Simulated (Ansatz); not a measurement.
# C₁₀H₁₀O₂: one species, many functionals

The task here is to estimate one member of a computed series from the others.

Computed with Ansatz 0.2.0, Gaussian basis. Level: functionals in def2-TZVPP, the program's frozen cores in correlated methods.

The runs, in order: PBE-D4, r2SCAN-D4, PBE0-D4, B3LYP-D4, ωB97X-V, ωB97M-V, B2PLYP; MP2/def2-TZVPP; MP2/def2-QZVPP.

1 further run of the same task is left out (it didn't finish).

## The relaxed structure

An earlier PBE0-D4 in a triple-zeta def2 set relaxation fixed the geometry.

SMILES `CC(=O)CC(=O)c1ccccc1`, 22 atoms, charge 0, spin multiplicity 1.

Atoms are counted from 1 here; the program's logs count them from 0.

Bond lengths: C1–C2 1.499 Å, C1–H13 1.095 Å, C1–H14 1.093 Å, C1–H15 1.088 Å, C2–O3 1.205 Å, C2–C4 1.524 Å, C4–C5 1.521 Å, C4–H16 1.091 Å, C4–H17 1.088 Å, C5–O6 1.210 Å, C5–C7 1.484 Å, C7–C8 1.395 Å, C7–C12 1.394 Å, C8–C9 1.381 Å, C8–H18 1.083 Å, C9–C10 1.390 Å, C9–H19 1.084 Å, C10–C11 1.387 Å and more. Angles: C2–C1–H13 108.8°, C2–C1–H14 110.5°, C2–C1–H15 110.3°, H13–C1–H14 106.6°, H13–C1–H15 109.4°, H14–C1–H15 111.1°, C1–C2–O3 123.1°, C1–C2–C4 115.8°, O3–C2–C4 121.1°, C2–C4–C5 110.2°, C2–C4–H16 109.6°, C2–C4–H17 108.6°, C5–C4–H16 106.2°, C5–C4–H17 111.9°, H16–C4–H17 110.4°, C4–C5–O6 119.7°, C4–C5–C7 118.7°, O6–C5–C7 121.6° and more.

Set-up of the first run:

The input, in.yaml:

```yaml
crystal:
  periodic: [false, false, false]
  atoms:
    - {symbol: C, position_ang: [-0.989514, 1.051844, -3.148523]}
    - {symbol: C, position_ang: [-0.345733, -0.090317, -2.422693]}
    - {symbol: O, position_ang: [0.768066, -0.479968, -2.665894]}
    - {symbol: C, position_ang: [-1.186606, -0.742855, -1.332615]}
    - {symbol: C, position_ang: [-1.191224, 0.125321, -0.083169]}
    - {symbol: O, position_ang: [-2.056780, 0.958203, 0.066270]}
    - {symbol: C, position_ang: [-0.110298, -0.060694, 0.916541]}
    - {symbol: C, position_ang: [-0.241175, 0.579503, 2.148937]}
    - {symbol: C, position_ang: [0.741866, 0.446486, 3.110371]}
    - {symbol: C, position_ang: [1.873667, -0.314721, 2.843545]}
    - {symbol: C, position_ang: [2.017379, -0.941878, 1.615328]}
    - {symbol: C, position_ang: [1.025686, -0.824219, 0.654611]}
    - {symbol: H, position_ang: [-1.771975, 0.657210, -3.804537]}
    - {symbol: H, position_ang: [-1.482721, 1.724278, -2.442332]}
    - {symbol: H, position_ang: [-0.251771, 1.583416, -3.746345]}
    - {symbol: H, position_ang: [-2.224592, -0.807659, -1.661671]}
    - {symbol: H, position_ang: [-0.788240, -1.736322, -1.135808]}
    - {symbol: H, position_ang: [-1.127312, 1.176229, 2.328150]}
    - {symbol: H, position_ang: [0.631586, 0.937560, 4.070227]}
    - {symbol: H, position_ang: [2.647188, -0.416410, 3.596405]}
    - {symbol: H, position_ang: [2.905346, -1.525517, 1.403054]}
    - {symbol: H, position_ang: [1.157158, -1.299501, -0.309862]}
basis:
  gaussian: {orbitals: def2-TZVPP}
hamiltonian: {xc: pbe, dispersion: d4}
output: {forces: true, orbitals: {seedname: orbitals}}
```

Run with:

```bash
> ansatz run in.yaml --threads 4 --pin off --events-out ev --progress --plain --max-ram 41984MiB --backend cuda --devices 0, --max-vram 37GiB
```

Among the steps run: PBE-D4 (GGA); r2SCAN-D4 (meta-GGA); PBE0-D4 (hybrid); B3LYP-D4 (hybrid); ωB97X-V (range-separated); ωB97M-V (range-separated); B2PLYP (double hybrid).

One of the session's tables, all rows but one given; the rest of the session is left out.

It belongs to the step «Orbital energies across the functionals». 

| functional | HOMO (eV) | LUMO (eV) | gap (eV) |
| --- | --- | --- | --- |
| PBE-D4 | -5.80 | -2.86 | 2.93 |
| r2SCAN-D4 | -6.09 | -2.74 | 3.35 |
| PBE0-D4 | ? | ? | ? |
| B3LYP-D4 | -7.14 | -2.17 | 4.97 |
| ωB97X-V | -9.77 | 0.13 | 9.91 |
| ωB97M-V | -9.70 | 0.08 | 9.78 |

Q: Estimate the row for PBE0-D4 from the others.

The run gave: HOMO (eV): -7.38; LUMO (eV): -1.97; gap (eV): 5.41. In the column «HOMO (eV)» it lies between ωB97M-V (-9.70) and B3LYP-D4 (-7.14).
